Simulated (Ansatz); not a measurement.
# BiPd (P6_3/mmc): equation of state with a fit, by script

The task is an equation of state with a fit, for BiPd (P6_3/mmc).

All numbers are computed with the Python package of Ansatz 0.2.0. Level of theory: DFT r2SCAN, plane waves, PAW.

### 1 Starting point

The structure is hexagonal, space group P6_3/mmc (No. 194). Conventional cell: a = 4.230 Å, b = 4.230 Å, c = 5.690 Å, α = 90.00°, β = 90.00°, γ = 120.00°. Bi (site symmetry -6m2) has 6 Pd at 2.83 Å in its first shell of neighbours. Pd (site symmetry -3m) has 6 Bi at 2.83 Å and 2 Pd at 2.85 Å in its first shell of neighbours.

The script holds or builds the structure itself.

### 2 The code

eos_bipd.py

```python
import warnings

import ansatz as az
from ase.eos import EquationOfState
from ase.units import GPa
import numpy as np

vectors0 = np.array([
    [4.23, 0.0, 0.0],
    [-2.115, 3.66329, 0.0],
    [0.0, 0.0, 5.69],
])
sites = [
    ("Bi", (1 / 3, 2 / 3, 0.25)),
    ("Bi", (2 / 3, 1 / 3, 0.75)),
    ("Pd", (0.0, 0.0, 0.0)),
    ("Pd", (0.0, 0.0, 0.5)),
]


def crystal_on(cell):
    crystal = az.Crystal(lattice=az.Lattice.of(cell))
    for symbol, position in sites:
        crystal = crystal.atom(symbol, position)
    return crystal

warnings.simplefilter("ignore", az.DeckWarning)

volumes, energies, pressures = [], [], []
for scale in np.linspace(0.94, 1.06, 7):
    cell = vectors0 * scale ** (1 / 3)
    model = (
        crystal_on(cell).calculation()
        .functional("r2SCAN")
        .accuracy("medium")
        .occupations("fermi_dirac", width=0.15)
        .mixing("anderson", beta=0.3)
        .scf(tolerance=1e-08)
        .basis(600)
        .kpoints(6, 6, 4)
        .stress()
    )
    data = model.run().report
    volumes.append(abs(np.linalg.det(cell)) / len(sites))
    energies.append(data["free_energy_ev"] / len(sites))
    pressures.append(np.trace(data["stress_gpa"]) / 3)
    print(f"V = {volumes[-1]:8.4f} A^3/atom  F = {energies[-1]:.5f} eV/atom  P = {pressures[-1]:8.3f} GPa")

eos = EquationOfState(volumes, energies, eos="vinet")
v0, e0, bulk = eos.fit()
print(f"V0 = {v0:.4f} A^3/atom, E0 = {e0:.5f} eV/atom, B = {bulk / GPa:.1f} GPa")
eos.plot("eos.png")
```

### 3 The calls as engine input

The package turns the script's settings into the engine's input (first run):

```yaml
crystal:
  lattice:
    - [4.143649239866826, 0.0, 0.0]
    - [-2.071824619933413, 3.588507996196629, 0.0]
    - [0.0, 0.0, 5.573844958591545]
  atoms:
    - { symbol: Bi, position: [0.3333333333333333, 0.6666666666666666, 0.25] }
    - { symbol: Bi, position: [0.6666666666666666, 0.3333333333333333, 0.75] }
    - { symbol: Pd, position: [0.0, 0.0, 0.0] }
    - { symbol: Pd, position: [0.0, 0.0, 0.5] }
accuracy: medium
basis:
  ecutwfc: 600.0
kpoints:
  mp_grid:
    grid: [6, 6, 4]
hamiltonian:
  xc: r2scan
scf:
  convergence:
    dr2_threshold: 1.0e-08
  mixing:
    algorithm: anderson
    beta: 0.3
  occupations:
    method: fermi_dirac
    width: 0.15
output:
  stress: true
```

### 4 Running it

Run with:

```console
$ python eos_bipd.py
```

**Question.** Where does the minimum lie against the volume typed, and how stiff is the crystal?

The runs gave:

| quantity | value |
| --- | --- |
| runs compared | 7 |
| range of energy | 61.97 meV/atom |
| lowest point, volume (Å³/atom) | 22.484 |
| equilibrium volume (fit) | 22.68 Å³/atom |
| bulk modulus (fit) | 99 GPa |

In words: A third-order Birch-Murnaghan fit through the 7 points has its minimum at 22.68 Å³ an atom, 2.9 % above the typed cell, with a bulk modulus of 99 GPa and dB/dP = 5.0. From that minimum the energy rises by 62.5 meV an atom on the compressed side and 6.0 meV on the expanded side. Caveats:
- The run is spin-unpolarised.
- Shape and fractional positions are held along the curve, so the bulk modulus is an upper value where they are free to relax.
- For a metal this k-point mesh is coarse: on a finer one energies can move by several to tens of meV an atom and pressures by half a GPa or more, differences at one mesh by less.
- The smearing is wide enough that free energy and stress hold a thermal part of the electrons.
- The program warned that this SCF threshold is loose for forces or stresses.
- Pressure is positive in compression.
- Spin-orbit coupling, which matters for elements this heavy, is left out.
- The script silences the warnings on its input, which a real study should read.
